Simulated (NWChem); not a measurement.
**SnH3ClO (SMILES [OH][SnH2][Cl]) at 3 levels**

Wanted: a comparison of 3 runs (HF/def2-SVP, PBE0/def2-SVP, B3LYP/def2-TZVP) of SnH3ClO. 

Program for the calculation: NWChem 7.3.0.

## Step 1: The structure to begin with

The species is SnH3ClO (6 atoms), meant as a singlet with charge 0. SMILES: `[OH][SnH2][Cl]`. The shape is that of a PBE0-D4/def2-TZVP optimisation. This is one conformer, not always the lowest.

Bond lengths: O1–Sn2 1.952 Å, Sn2–Cl3 2.330 Å, O1–H4 0.960 Å, Sn2–H5 1.702 Å, Sn2–H6 1.693 Å. Angles: O1–Sn2–Cl3 106.7°, O1–Sn2–H5 110.8°, O1–Sn2–H6 105.2°, Cl3–Sn2–H5 106.1°, Cl3–Sn2–H6 109.1°, Sn2–O1–H4 113.6°, H5–Sn2–H6 118.5°.

## Step 2: Energy and forces at HF/def2-SVP (core potential) (run 1)

The input, run.py:

```python
from ase import Atoms
from ase.calculators.nwchem import NWChem

mol = Atoms('OSnClHHH', positions=[
    [-1.416300, -0.543200, -0.285000],
    [0.233200, 0.397600, 0.167300],
    [1.828000, -1.233600, 0.640800],
    [-1.308200, -1.198200, -0.978800],
    [0.825300, 1.259600, -1.174900],
    [-0.120000, 1.253900, 1.584400],
])

calc = NWChem(
    label='struct',
    theory='scf',
    memory='2200 mb',
    basis='def2-SVP',
    basispar='spherical bse',
    scf={'nopen': '0', 'rhf': None, 'thresh': '1e-08', 'maxiter': '80'},
    **{'ecp bse': {'Sn library': 'def2-SVP'}},
)
mol.calc = calc

forces = mol.get_forces()
e = mol.get_potential_energy()
print(f"E = {e:.6f} eV")
print("forces (eV/A):")
for s, f in zip(mol.symbols, forces):
    print(f"{s:2s} {f[0]:10.5f} {f[1]:10.5f} {f[2]:10.5f}")
print("dipole (e A):", mol.get_dipole_moment().round(4))
```

Launch:

```sh
export ASE_NWCHEM_COMMAND="nwchem PREFIX.nwi > PREFIX.nwo"
python run.py
```

What it wrote:

```text
E = -20389.175382 eV
forces (eV/A):
O     0.18620   -0.67620   -0.79077
Sn   -0.18635    0.45760    0.07394
Cl    0.29953   -0.30545    0.08834
H    -0.31460    0.49602    0.61105
H    -0.03877   -0.00273    0.05240
H     0.05404    0.03075   -0.03497
dipole (e A): [ 0.0149  0.3703 -0.2532]
```

The calculator wrote struct.nwi:

```
title "struct"

permanent_dir struct

scratch_dir struct

start struct

geometry units angstrom nocenter noautosym noautoz
  O  -1.4162999999999999e+00 -5.4320000000000002e-01 -2.8499999999999998e-01
  Sn 2.3319999999999999e-01 3.9760000000000001e-01 1.6730000000000000e-01
  Cl 1.8280000000000001e+00 -1.2336000000000000e+00 6.4080000000000004e-01
  H  -1.3082000000000000e+00 -1.1981999999999999e+00 -9.7880000000000000e-01
  H  8.2530000000000003e-01 1.2596000000000001e+00 -1.1749000000000001e+00
  H  -1.2000000000000000e-01 1.2539000000000000e+00 1.5844000000000000e+00
end

memory 2200 mb

basis spherical bse noprint
   * library def2-SVP
end

scf
  nopen 0
  rhf
  thresh 1e-08
  maxiter 80
end
ecp bse
  Sn library def2-SVP
end

task scf gradient
```

struct.nwo:

```text
Northwest Computational Chemistry Package (NWChem) 7.3.0
             --------------------------------------------------------

           Job information
           ---------------

    nwchem branch   = 7.3.0
    use scalapack   = T
    input           = struct.nwi
    prefix          = struct.
    data base       = struct/struct.db
    status          = startup
    nproc           =        1

           Memory information
           ------------------

[... 5 lines left out ...]
    hardfail = no
[... 136 lines left out ...]
         Quadratically convergent ROHF
[... 15 lines left out ...]
       Final RHF  results
[... 4 lines left out ...]
      Two-electron energy =    553.992411114261
[... 44 lines left out ...]
                       ROHF Final Molecular Orbital Analysis
[... 254 lines left out ...]
                 ----------------------------------------
                 |  Time  |  1-e(secs)   |  2-e(secs)   |
                 ----------------------------------------
                 |  CPU   |       0.02   |       2.36   |
                 ----------------------------------------
                 |  WALL  |       0.02   |       2.36   |
                 ----------------------------------------

 Task  times  cpu:       11.5s     wall:       11.5s
 Total times  cpu:       11.5s     wall:       11.5s
```

Wall time 13 s (1 thread of AMD EPYC 9R45 (Zen 5), shared host); peak memory 0.1 GiB.

## Step 3: Energy and gradient at PBE0/def2-SVP (core potential) (run 2)

The input, geom.nw:

```
start geom
title "ClH3OSn"
memory 2200 mb
charge 0
geometry units angstrom noautosym nocenter noautoz
   O    -1.416300   -0.543200   -0.285000
   Sn    0.233200    0.397600    0.167300
   Cl    1.828000   -1.233600    0.640800
   H    -1.308200   -1.198200   -0.978800
   H     0.825300    1.259600   -1.174900
   H    -0.120000    1.253900    1.584400
end
basis spherical bse
   * library def2-SVP
end
ecp bse
   Sn library def2-SVP
end
dft
   xc pbe0
   grid xfine
   convergence energy 1e-08
   maxiter 100
   mulliken
   print low
end
task dft gradient
```

Launch:

```sh
nwchem geom.nw > geom.out
```

What it wrote:

```text
[...]
 d= 0,ls=0.0,diis     1   -751.0359119472 -9.39D+02  2.26D-02  6.78D-01     1.7
[...]
 d= 0,ls=0.0,diis     8   -751.1245611127 -7.98D-09  3.24D-06  8.09D-08    11.0
         Total DFT energy =     -751.124561112696
      One electron energy =    -1491.558210657029
           Coulomb energy =      608.536483443764
    Exchange-Corr. energy =      -55.848552176715
 Nuclear repulsion energy =      187.745718277284
[...]
      Total Density - Mulliken Population Analysis
     ---------------------------------------------
    Atom       Charge   Shell Charges
 -----------   ------   -------------------------------------------------------
    1 O    8     8.49   1.99  1.07  0.71  2.83  1.89  0.01
    2 Sn  22    21.24   0.42  1.60  1.06  0.11  2.76  3.25  1.37  0.42  9.73  0.51
    3 Cl  17    17.31   2.00  1.99  1.25  0.72  5.93  2.12  3.29  0.01
    4 H    1     0.80   0.68  0.06  0.07
    5 H    1     1.09   0.68  0.40  0.01
    6 H    1     1.07   0.68  0.38  0.01
[...]
                         DFT ENERGY GRADIENTS
    atom               coordinates                        gradient
                 x          y          z           x          y          z
   1 O      -2.676419  -1.026499  -0.538572    0.009725   0.002187  -0.000458
   2 Sn      0.440684   0.751355   0.316151   -0.003389  -0.007643  -0.000452
   3 Cl      3.454419  -2.331166   1.210936   -0.005849   0.005435  -0.001833
   4 H      -2.472140  -2.264270  -1.849664   -0.000204   0.002665   0.002795
   5 H       1.559591   2.380299  -2.220239   -0.000872  -0.001501   0.001615
   6 H      -0.226767   2.369527   2.994082    0.000588  -0.001143  -0.001667
 Task  times  cpu:       14.7s     wall:       14.7s
 Total times  cpu:       14.7s     wall:       14.7s
```

It took 15 s on 1 thread of AMD EPYC 9R45 (Zen 5), shared host; peak memory 0.14 GiB.

## Step 4: Energy and forces at B3LYP/def2-TZVP (core potential) (run 3)

The input, nw.nw:

```
start nw
title "ClH3OSn"
memory 2200 mb

geometry units au noautosym nocenter noautoz
   O  -2.67641911 -1.02649923 -0.53857195
   Sn  0.44068413  0.75135511  0.31615118
   Cl  3.45441936 -2.33116615  1.21093650
   H  -2.47213972 -2.26426984 -1.84966393
   H   1.55959097  2.38029903 -2.22023922
   H  -0.22676713  2.36952759  2.99408207
end

basis spherical bse
   * library def2-TZVP
end

ecp bse
   Sn library def2-TZVP
end

dft
   xc b3lyp
   mult 1
   grid fine
   convergence energy 1e-08
   iterations 100
   mulliken
end

task dft gradient
```

Launch:

```sh
nwchem nw.nw > nw.out
```

What it wrote:

```text
[...]
          Wavefunction type:  closed shell.
          No. of atoms     :     6
          No. of electrons :    50
[...]
          Charge           :     0
          Spin multiplicity:     1
[...]
          AO basis - number of functions:   136
[...]
              XC Information
              --------------
                         B3LYP Method XC Potential
                     Hartree-Fock (Exact) Exchange  0.200
                        Slater Exchange Functional  0.800 local
                    Becke 1988 Exchange Functional  0.720 non-local
              Lee-Yang-Parr Correlation Functional  0.810
                  VWN I RPA Correlation Functional  0.190 local
[...]
 d= 0,ls=0.0,diis     1   -751.6191782534 -9.39D+02  1.18D-02  1.17D+00     4.1
[...]
 d= 0,ls=0.0,diis    11   -751.7148898163 -2.47D-10  5.92D-08  8.74D-11    34.4
         Total DFT energy =     -751.714889816289
      One electron energy =    -1491.928454101358
           Coulomb energy =      608.641224011634
    Exchange-Corr. energy =      -56.173364333348
 Nuclear repulsion energy =      187.745704606783
[...]
  wavefunction    = closed shell
                         DFT ENERGY GRADIENTS
    atom               coordinates                        gradient
                 x          y          z           x          y          z
   1 O      -2.676419  -1.026499  -0.538572    0.005777   0.001299  -0.000172
   2 Sn      0.440684   0.751355   0.316151   -0.001527  -0.006311  -0.000517
   3 Cl      3.454419  -2.331166   1.210937   -0.004827   0.004705  -0.001470
   4 H      -2.472140  -2.264270  -1.849664    0.000459   0.002131   0.002091
   5 H       1.559591   2.380299  -2.220239   -0.000385  -0.000969   0.001179
   6 H      -0.226767   2.369528   2.994082    0.000504  -0.000856  -0.001112
[...]
```

It took 52 s on 1 thread of AMD EPYC 9R45 (Zen 5), shared host; peak memory 0.14 GiB.

## Step 5: All runs side by side

```
run                             level  iteration cap  module  energy (Eh)  dipole moment (D)  HOMO energy (eV)  LUMO energy (eV)  wall time
  1      HF/def2-SVP (core potential)             80     scf  -749.288381               2.16            -11.93              2.88       13 s
  2    PBE0/def2-SVP (core potential)            100     dft  -751.124561                  –                 –                 –       15 s
  3  B3LYP/def2-TZVP (core potential)            100     dft  -751.714890               1.89             -8.48             -1.19       52 s
```

## Step 6: What came out

| quantity | value |
| --- | --- |
| run 3: total energy | -751.71489 Eh |
| run 3: dipole moment | 1.89 D |
| run 3: HOMO energy | -8.48 eV |
| run 3: LUMO energy | -1.19 eV |
| run 3: HOMO–LUMO gap | 7.29 eV |
| run 3: largest force on an atom | 0.355 eV/Å |

Totals of different functionals can't be ranked against each other. All runs together took 80 s, the longest 52 s.
